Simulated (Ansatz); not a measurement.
# ZrZn3N2: the cost of one run

Computed with Ansatz 0.2.0 (DFT PBE, scalar-relativistic, plane waves, PAW, unless a step's input says otherwise).

### Step 1. The system as given

It takes space group Cmmm (No. 65, orthorhombic). Conventional cell: a = 6.057 Å, b = 6.441 Å, c = 4.607 Å, α = 90.00°, β = 90.00°, γ = 90.00°. Zr (site symmetry mmm) is surrounded by 2 Zn at 1.95 Å. Around Zn (site symmetry mmm) lie 4 N at 2.21 Å and 2 Zr at 2.30 Å. Zn (site symmetry 2mm) is surrounded by 1 Zr at 1.95 Å and 1 Zn at 2.15 Å. N (site symmetry 2/m) has 2 Zn at 2.21 Å in its first shell of neighbours.

As a file:

```cif
data_structure
_symmetry_space_group_name_H-M 'Cmmm'
_symmetry_Int_Tables_number 65
_cell_length_a 6.0575
_cell_length_b 6.4415
_cell_length_c 4.6075
_cell_angle_alpha 90.000
_cell_angle_beta 90.000
_cell_angle_gamma 90.000
_cell_volume 179.78
loop_
_atom_site_label
_atom_site_type_symbol
_atom_site_symmetry_multiplicity
_atom_site_Wyckoff_symbol
_atom_site_fract_x
_atom_site_fract_y
_atom_site_fract_z
_atom_site_occupancy
Zr1 Zr 2 a 0.00000 0.00000 0.00000 1
Zn1 Zn 2 d 0.00000 0.00000 0.50000 1
Zn2 Zn 4 g 0.32223 0.00000 0.00000 1
N1 N 4 f 0.25000 0.25000 0.50000 1
```

The cell is invented: random cell by space group and Wyckoff sites (Cmmm, No. 65). Lengths come from tabulated atomic sizes and are only a guess.

### Step 2. Probe: one point on a coarse mesh

input.yaml

```yaml
crystal:
  lattice:
    - [3.0287412, -3.22073556, 0.0]
    - [3.0287412, 3.22073556, 0.0]
    - [0.0, 0.0, 4.60749634]
  atoms:
    - { symbol: Zr, position: [0.0, 0.0, 0.0] }
    - { symbol: Zn, position: [0.0, 0.0, 0.5] }
    - { symbol: Zn, position: [0.32223208, 0.32223208, 0.0] }
    - { symbol: Zn, position: [0.67776792, 0.67776792, 0.0] }
    - { symbol: "N", position: [0.0, 0.5, 0.5] }
    - { symbol: "N", position: [0.5, 0.0, 0.5] }
basis:
  ecutwfc: 420
kpoints:
  mp_grid: { grid: [4, 4, 4] }
hamiltonian:
  xc: pbe
scf:
  occupations: { method: gaussian, width: 0.1 }
  lower_state_search: "off"
output:
  forces: true
  stress: true
  eigenvalues: true
```

Command:

```bash
ansatz run input.yaml --threads 1 --pin off --max-ram 2560MiB --backend cpu --events-out ev --progress --plain --runs-dir out
```

Q: Estimate wall time and peak memory on 1 thread of Intel Xeon at 2.50GHz (Skylake/Cascade Lake), shared host.

About 8.9 s, with a peak of 0.41 GiB.
